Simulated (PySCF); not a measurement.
# Br6Ru ([RuBr6]2-): the cost of one run

Programs: PySCF 2.14.0, with routines of our own; each step states its level. All values are computed. Atoms count from 0.

## (1) The starting structure

7 atoms, charge -2, states of the metal's open shell are computed; geometry from: model start, shaken.

## (2) Geometry optimisation at PBE0-D3(BJ)/def2-SVP

What the job is given:

```
{"job": {"xc": "PBE0", "basis": "def2-SVP", "d3": "d3bj", "grid": 1, "maxiter": 45, "solvent": "water", "kind": "geom"}, "charge": -2, "metal": "Ru", "open_shell": "d4"}
Ru     0.000020     0.004480    -0.004110
Br    -0.013360    -0.006820     2.465130
Br     0.000900     0.020100    -2.487380
Br     2.470690     0.007350     0.005350
Br    -2.478420    -0.013960    -0.000440
Br     0.010430     2.459840    -0.006860
Br    -0.028520    -2.499340    -0.027630
```

The run is started by

```console
> OMP_NUM_THREADS=1 python lf_run.py task.json out
```

One launch serves the whole session: the jobs run in the order shown.

Q: Estimate the wall time and peak memory of this first job on 1 thread of Arm Neoverse V1, shared host.

About 47 min, with a peak of 2.3 GiB.
